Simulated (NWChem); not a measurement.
# GaF (SMILES [F][Ga]): MP2/def2-TZVPPD

What is the vertical ionisation energy of GaF at MP2/def2-TZVPPD? 

The results are computed with NWChem 7.3.0.

2 further runs of the same task are left out: 2 set aside as unsound or not needed.

### 1 The molecule

GaF has 2 atoms, charge 0, and is taken as a singlet. SMILES: `[F][Ga]`. Geometry: relaxed at PBE0-D4/def2-TZVP.

Bond lengths: F1–Ga2 1.787 Å.

### 2 Energy and forces at MP2/def2-TZVPPD

File fga.xyz:

```xyz
2
FGa gradient
F      0.000000     0.000000     0.006300
Ga     0.000000     0.000000     1.792850
```

File run.py:

```python
from ase.io import read
from ase.calculators.nwchem import NWChem

molecule = read('fga.xyz')

calc = NWChem(
    label='fga',
    theory='mp2',
    memory='2200 mb',
    basis='def2-TZVPPD',
    basispar='spherical bse',
    scf={'nopen': '0', 'rhf': None, 'thresh': '1e-08', 'maxiter': '80'},
    mp2={'freeze': 'core 10', 'tight': None},
)
molecule.calc = calc

forces = molecule.get_forces()
print("Total energy (eV):", round(molecule.get_potential_energy(), 6))
print("forces (eV/A):")
for s, f in zip(molecule.symbols, forces):
    print(f"{s:2s} {f[0]:10.5f} {f[1]:10.5f} {f[2]:10.5f}")
```

Launch:

```bash
$ export ASE_NWCHEM_COMMAND="nwchem PREFIX.nwi > PREFIX.nwo"
$ python run.py
```

The program printed:

```text
Total energy (eV): -55055.39953
forces (eV/A):
F    -0.00000    0.00000    0.01697
Ga    0.00000   -0.00000   -0.01697
```

The calculator wrote fga.nwi:

```
title "fga"

permanent_dir fga

scratch_dir fga

start fga

geometry units angstrom nocenter noautosym noautoz
  F  0.0000000000000000e+00 0.0000000000000000e+00 6.3000000000000000e-03
  Ga 0.0000000000000000e+00 0.0000000000000000e+00 1.7928500000000001e+00
end

memory 2200 mb

basis spherical bse noprint
   * library def2-TZVPPD
end

scf
  nopen 0
  rhf
  thresh 1e-08
  maxiter 80
end
mp2
  freeze core 10
  tight
end

task mp2 gradient
```

fga.nwo:

```text
Northwest Computational Chemistry Package (NWChem) 7.3.0
             --------------------------------------------------------

           Job information
           ---------------

    nwchem branch   = 7.3.0
    use scalapack   = T
    input           = fga.nwi
    prefix          = fga.
    data base       = fga/fga.db
    status          = startup
    nproc           =        1

           Memory information
           ------------------

    heap     =     72089600 doubles =      550.0 Mbytes
    stack    =     72089597 doubles =      550.0 Mbytes
    global   =    144179200 doubles =     1100.0 Mbytes (distinct from heap & stack)
    total    =    288358397 doubles =     2200.0 Mbytes
    verify   = yes
    hardfail = no

           Directory information
           ---------------------

  0 permanent = fga
  0 scratch   = fga

                                NWChem Input Module
                                -------------------

                                        fga
                                        ---

 Scaling coordinates for geometry "geometry" by  1.889725989
 (inverse scale =  0.529177249)

                             Geometry "geometry" -> ""
                             -------------------------

 Output coordinates in angstroms (scale by  1.889725989 to convert to a.u.)

  No.       Tag          Charge          X              Y              Z
 ---- ---------------- ---------- -------------- -------------- --------------
    1 F                    9.0000     0.00000000     0.00000000     0.00630000
    2 Ga                  31.0000     0.00000000     0.00000000     1.79285000

      Atomic Mass
      -----------

      F                 18.998400
      Ga                68.925700

 Effective nuclear repulsion energy (a.u.)      82.6399778741

            Nuclear Dipole moment (a.u.)
[... 65 lines left out ...]
         Quadratically convergent ROHF
[... 1 line left out ...]
 Convergence threshold     :          1.000E-08
[... 1 line left out ...]
 Final Fock-matrix accuracy:          1.000E-10
[... 11 lines left out ...]
       Final RHF  results
[... 2 lines left out ...]
         Total SCF energy =  -2022.791320145781
      One-electron energy =  -2990.248342579167
      Two-electron energy =    884.817044559319
 Nuclear repulsion energy =     82.639977874068
[... 3 lines left out ...]
             Final eigenvalues
[... 34 lines left out ...]
                       ROHF Final Molecular Orbital Analysis
[... 353 lines left out ...]
 CPHF converged to   2.2D-07 in   10 iters
[... 3 lines left out ...]
                Dipole Moments (a.u.)
[... 4 lines left out ...]
 Y       0.000000   -0.000000   -0.000000
 Z     105.135000    0.916082    0.894883

 MP2 RHF      natural orbital occupation numbers

              1
    1    2.0000
    2    2.0000
    3    2.0000
    4    2.0000
    5    2.0000
    6    2.0000
    7    2.0000
    8    2.0000
    9    2.0000
   10    2.0000
   11    1.9915
   12    1.9913
   13    1.9913
   14    1.9911
   15    1.9911
   16    1.9864
   17    1.9669
   18    1.9669
   19    1.9669
   20    1.9512
   21    0.0275
   22    0.0274
   23    0.0274
   24    0.0137
   25    0.0137
   26    0.0110
   27    0.0094
   28    0.0079
   29    0.0079
   30    0.0071
   31    0.0071
   32    0.0053
   33    0.0049
   34    0.0049
   35    0.0045
   36    0.0045
   37    0.0036
   38    0.0019
   39    0.0011
   40    0.0010
   41    0.0010
   42    0.0008
   43    0.0007
   44    0.0007
   45    0.0007
   46    0.0007
   47    0.0006
   48    0.0006
   49    0.0006
   50    0.0005
   51    0.0005
   52    0.0005
   53    0.0005
   54    0.0005
   55    0.0005
   56    0.0004
   57    0.0004
   58    0.0003
   59    0.0003
   60    0.0003
   61    0.0003
   62    0.0003
   63    0.0003
   64    0.0003
   65    0.0003
   66    0.0003
   67    0.0003
   68    0.0002
   69    0.0002
   70    0.0001
   71    0.0001
   72    0.0001
   73    0.0001
   74    0.0001
   75    0.0001
   76    0.0001
   77    0.0001
   78    0.0000
   79    0.0000
   80    0.0000
   81    0.0000
   82    0.0000
   83    0.0000
   84    0.0000
   85    0.0000
   86    0.0000
   87    0.0000
   88    0.0000
   89   -0.0000
   90   -0.0000
   91   -0.0001
   92   -0.0001
   93   -0.0003
   94   -0.0003

  MP2 natural orbitals output to fga/fga.mp2nos

                         mp2 ENERGY GRADIENTS

    atom               coordinates                        gradient
                 x          y          z           x          y          z
   1 F       0.000000   0.000000   0.011905    0.000000  -0.000000  -0.000330
   2 Ga      0.000000   0.000000   3.387995   -0.000000   0.000000   0.000330

                 ----------------------------------------
                 |  Time  |  1-e(secs)   |  2-e(secs)   |
                 ----------------------------------------
                 |  CPU   |       0.01   |      12.75   |
                 ----------------------------------------
                 |  WALL  |       0.01   |      12.75   |
                 ----------------------------------------
 -----------------------
 Task  times  cpu:      118.3s     wall:      118.3s
 Total times  cpu:      118.4s     wall:      118.4s
```

Wall time 2 min (1 thread of Intel Xeon Platinum 8259CL at 2.50GHz (Skylake/Cascade Lake), shared host); peak memory 0.28 GiB.

### 3 The doublet cation: a single-point energy at UMP2/def2-TZVPPD

File mymol.nw:

```
start mymol
memory stack 880 mb heap 220 mb global 1100 mb
charge 1
geometry noautosym nocenter noautoz
 F     0.000000    0.000000    0.006300
 Ga    0.000000    0.000000    1.792850
end
basis spherical bse
 * library def2-TZVPPD
end
scf
 doublet
 uhf
 thresh 1e-08
 maxiter 80
 noprint "final vectors analysis"
end
mp2
 freeze core 10
 tight
end
task mp2 energy
```

Launch:

```bash
$ nwchem mymol.nw > mymol.out
```

The program printed:

```text
[...]
  functions       =    94
[...]
  wavefunction    = UHF
[...]
         Total SCF energy =  -2022.446713001048
      One electron energy =  -2976.901575803423
      Two electron energy =    871.814884928307
 Nuclear repulsion energy =     82.639977874068
                       Sz =      0.5000
                 Sz(Sz+1) =      0.7500
                      S^2 =      0.7629
[...]
          Total MP2 energy         -2022.871043717772
[...]
```

Run time: 90 s. Hardware: 1 thread of Intel Xeon Platinum 8259CL at 2.50GHz (Skylake/Cascade Lake), shared host; peak memory 0.22 GiB.

### 4 Outcome

Level: MP2/def2-TZVPPD, 10 core orbitals frozen.

| quantity | value |
| --- | --- |
| singlet GaF: total energy | -2023.24863 Eh |
| singlet GaF: dipole moment (of the density that the program reports) | 2.27 D |
| singlet GaF: HOMO energy (Hartree–Fock orbitals) | -10.00 eV |
| singlet GaF: LUMO energy (Hartree–Fock orbitals) | 1.08 eV |
| singlet GaF: HOMO–LUMO gap (Hartree–Fock orbitals) | 11.08 eV |
| singlet GaF: correlation energy (10 core orbitals frozen) | -457.3 mEh |
| singlet GaF: largest force on an atom | 0.017 eV/Å |
| doublet cation: total energy | -2022.87104 Eh |
| doublet cation: correlation energy (10 core orbitals frozen) | -424.3 mEh |
| doublet cation: ⟨S²⟩ of the reference determinant | 0.763 |
| vertical ionisation energy (to the doublet cation) | 10.275 eV |

In words: Removing an electron at fixed nuclei costs 10.27 eV (991 kJ/mol).
